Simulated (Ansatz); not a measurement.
# SiW3: the cost of one run

Method: DFT PBEsol, scalar-relativistic, plane waves, PAW, in Ansatz 0.2.0.

4 further runs of the same task are left out: 2 that didn't finish, 2 set aside as unsound or not needed. Runs told in other sessions of the task aren't counted.

**1. The system as given**

Symmetry: Im-3m, No. 229, cubic system. The conventional cell has a = 5.154 Å, b = 5.154 Å, c = 5.154 Å, α = 90.00°, β = 90.00°, γ = 90.00°. Around Si (site symmetry m-3m) lie 6 W at 2.58 Å. W (site symmetry 4/mmm) is surrounded by 2 Si at 2.58 Å and 4 W at 2.58 Å.

As a file:

```
Si W
1.0
    -2.57720    2.57720    2.57720
     2.57720   -2.57720    2.57720
     2.57720    2.57720   -2.57720
Si W
1 3
Cartesian
  0.0000 0.0000 0.0000
  0.0000 0.0000 2.5772
  0.0000 2.5772 0.0000
  2.5772 0.0000 0.0000
```

It goes back to an entry of the Materials Project, which need not be the stable form.

This cell was relaxed beforehand with the same method: volume 17.12 Å³/atom, gap on the mesh none (metal).

**2. The reference cell**

The reference gives a free energy of -31385.7413 eV, pressure 0.02 GPa, largest force 0.000 eV/Å and gap on the mesh none (metal). It was computed beforehand with the settings of the runs below.

**3. The scan: a two-dimensional strain map**

The cell is strained by p along both x and y and by q along z, with fractional coordinates fixed.

**4. p = -0.050, q = -0.050**

Contents of input.yaml:

```yaml
crystal:
  lattice:
    - [-2.4483355223, 2.4483355223, 2.4483355223]
    - [2.4483355223, -2.4483355223, 2.4483355223]
    - [2.4483355223, 2.4483355223, -2.4483355223]
  atoms:
    - { symbol: Si, position: [0.0, 0.0, 0.0] }
    - { symbol: W, position: [0.5, 0.5, 0.0] }
    - { symbol: W, position: [0.5, 0.0, 0.5] }
    - { symbol: W, position: [0.0, 0.5, 0.5] }
basis:
  ecutwfc: 420
kpoints:
  mp_grid: { grid: [14, 14, 14] }
hamiltonian:
  xc: pbesol
scf:
  occupations: { method: gaussian, width: 0.15 }
output:
  forces: true
  stress: true
  eigenvalues: true
```

Launch:

```sh
> ansatz run input.yaml --threads 2 --pin off --max-ram 5120MiB --backend cpu --events-out ev --progress --plain --runs-dir out
```

**Question.** How long does this run take on 2 threads of Intel Xeon at 2.50GHz (Skylake/Cascade Lake), shared host, and how much memory does it need?

About 8.2 s, with a peak of 0.44 GiB.
